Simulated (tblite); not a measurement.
# C7H11FOSi: the cost of one run

Computed with tblite 0.8.0 and PySCF 2.14.0, with density-fitted response routines of our own, on a single molecule in the gas phase. Atoms count from 0, in the outputs and in this text.

## (1) The molecule as given

21 atoms, charge 0, multiplicity 1; geometry from: force field or distance geometry start.

Bonds of the start (Å): C0–C1 1.33, C1–C2 1.48, C2–C3 1.34, C3–O4 1.38, O4–C5 1.39, C5–C6 1.33, C6–F7 1.38, C1–Si8 1.83, Si8–C9 1.87, C0–H10 1.09, C0–H11 1.08, C2–H12 1.08, C3–H13 1.07, C5–H14 1.09, C6–H15 1.06, Si8–H16 1.47, Si8–H17 1.46, C9–H18 1.11, C9–H19 1.09, C9–H20 1.13.

## (2) Optimising the geometry with GFN2-xTB

What the job is given:

```
{"job": {"kind": "relax", "xc": "GFN2-xTB", "basis": "xTB"}, "charge": 0, "multiplicity": 1}
C     -0.303700    -2.579500     0.115500
C     -0.127500    -1.285900    -0.147000
C      1.160600    -0.967800    -0.809900
C      1.474100     0.288300    -1.137100
O      0.636000     1.346500    -0.835100
C      1.184800     2.347100    -0.045200
C      2.436600     2.247800     0.394400
F      2.912200     3.276300     1.184900
Si    -1.334500     0.012300     0.309700
C     -2.953500    -0.729400     0.889500
H     -1.198000    -2.968800     0.603500
H      0.440100    -3.303800    -0.169700
H      1.850300    -1.757100    -1.056300
H      2.417800     0.457400    -1.621600
H      0.546900     3.197100     0.188600
H      3.086800     1.430300     0.201300
H     -1.627600     0.781100    -0.908900
H     -0.829000     0.830600     1.409500
H     -3.739200    -0.689400     0.108200
H     -2.761200    -1.776400     1.136800
H     -3.281000    -0.139600     1.798000
```

The run is started by

```bash
$ OMP_NUM_THREADS=1 python probes_run.py task.json out
```

One launch serves the whole session: the jobs run in the order shown.

Q: Estimate the wall time and peak memory of this first job on 1 thread of Arm Neoverse N1, shared host.

About 2.4 s, with a peak of 0.18 GiB.
